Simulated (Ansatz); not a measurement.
# CuCl (quintet): the correlation ladder, def2-TZVPP

An exercise on one series of results from a longer session: the logs are not shown, and one member is left open.

Computed with Ansatz 0.2.0, Gaussian basis. Level: def2-TZVPP, core rule «outside noble gas», up to 14 orbitals frozen.

The runs, in order: UHF; ROHF; CCSD(T) on UHF.

2 further runs of the same task are left out: 2 set aside as unsound or not needed.

### The geometry

The geometry is a PBE0/def2-TZVP stationary point (not a proven minimum) of the parent state, kept for this charge and spin.

2 atoms, charge 0, spin multiplicity 5.

Atoms are counted from 1 here; the program's logs count them from 0.

Bond lengths: Cu1–Cl2 2.141 Å.

Set-up of the first run:

Contents of in.yaml:

```yaml
crystal:
  periodic: [false, false, false]
  atoms:
    - {symbol: Cu, position_ang: [0.000000, 0.000000, 0.000000]}
    - {symbol: Cl, position_ang: [0.000000, 0.000000, 2.140600]}
basis:
  gaussian: {orbitals: def2-TZVPP}
magnetization: {spin_polarized: true, initial_magnetization: 4}
hamiltonian: {xc: hf}
output: {orbitals: {seedname: orbitals}}
```

Command:

```sh
ansatz run in.yaml --threads 1 --pin off --events-out ev --progress --plain --max-ram 4096MiB --backend cpu
```

Among the steps run: UHF; ROHF; CCSD(T) on UHF.

One table of the session follows, with a row left open; its other results are not shown here.

| method | from UCCSD(T) (meV) |
| --- | --- |
| ROHF | +15297.9 |
| UHF | +15027.9 |
| UMP2 | ? |
| UCCSD | +482.3 |
| UCCSD(T) | 0 |

Q: Estimate the row for UMP2 from the others.

As computed: from UCCSD(T) (meV): +441.3. In the column «from UCCSD(T) (meV)» it lies between UCCSD(T) (0) and UCCSD (+482.3).
